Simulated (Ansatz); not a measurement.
Write a Python script for Ansatz's Python interface that makes a ladder of methods at one geometry of BrH2Sn, SMILES [Br][SnH2]. Settings (for the species named): LDA, def2-SVP basis, multiplicity 2. The script varies functional: lda, r2scan, blyp, hse06, pbe.

```xyz
4

Br   -2.0149    0.3899   -0.7042
Sn    0.3541   -0.1658   -0.3599
H     0.4355   -1.5099    0.7383
H     1.2808    1.2255    0.3055
```

`run_methods.py`:
```python
from pathlib import Path

import ansatz as az
import numpy as np

BASIS = "def2-SVP"

GEOMETRY = """
Br   -2.01490    0.38990   -0.70420
Sn    0.35410   -0.16580   -0.35990
H     0.43550   -1.50990    0.73830
H     1.28080    1.22550    0.30550
"""

geometry = az.Crystal.molecule()
for line in GEOMETRY.strip().splitlines():
    symbol, *xyz = line.split()
    geometry = geometry.atom(symbol, [float(v) for v in xyz])

model = geometry.calculation().basis(gaussian=BASIS).spin("collinear", total=1).scf(lower_state_search="off")

print("functional    E (Ha)        dipole (D)   HOMO (eV)  LUMO (eV)")
for name in ["lda", "r2scan", "blyp", "hse06", "pbe"]:
    summary = model.functional(name).forces().orbitals().run(threads=1, backend="cpu", runs_dir="runs").report
    lines = Path(summary["orbitals_path"]).read_text().splitlines()
    field_of = lambda key: [line.split("=")[1].strip() for line in lines if line.startswith(key)]
    orbitals = [(27.211386 * float(e), s, float(n)) for e, s, n in zip(field_of("Ene="), field_of("Spin="), field_of("Occup="))]
    homo = max(e for e, _, n in orbitals if n > 0.5)
    lumo = min(e for e, _, n in orbitals if n < 0.5)
    dipole = 4.803205 * np.linalg.norm(summary["charge_distribution"]["dipole_moment_e_ang"])
    print(f"{name:10s} {summary['free_energy_ev'] / 27.211386246:14.6f} {dipole:9.3f} {homo:11.3f} {lumo:10.3f}")
```

`python run_methods.py` gives:
```text
functional    E (Ha)        dipole (D)   HOMO (eV)  LUMO (eV)
lda          -2785.408973     1.552      -5.273     -4.548
r2scan       -2789.408211     1.793      -5.636     -3.980
blyp         -2789.299623     1.431      -5.028     -4.232
hse06        -2789.044755     1.816      -5.933     -3.823
pbe          -2788.939880     1.546      -5.239     -4.252
```

Notes:
- The settings weren't tested for convergence.
- The geometry is a force-field or estimated start, not a minimum of this method, and the basis set is short of its limit. A lower total doesn't mark the better method: functionals have no common bound, and MP2 and coupled cluster aren't variational.
- def2 sets replace the cores of elements past krypton by effective core potentials.
- The species is open-shell (spin multiplicity 2).
- Levels such as HOMO and LUMO are orbital energies: with these approximate functionals they aren't the ionisation energy and electron affinity, and their gap isn't the fundamental gap.
- hse06 follows the composition of plane-wave codes, whose totals differ by tens of mHa, up to about 0.1 Ha, from the form usual in Gaussian-basis programs (wpbeh).
- Timing: 13 s on 1 thread of Arm Neoverse V1 (shared host), peak memory 0.21 GiB.
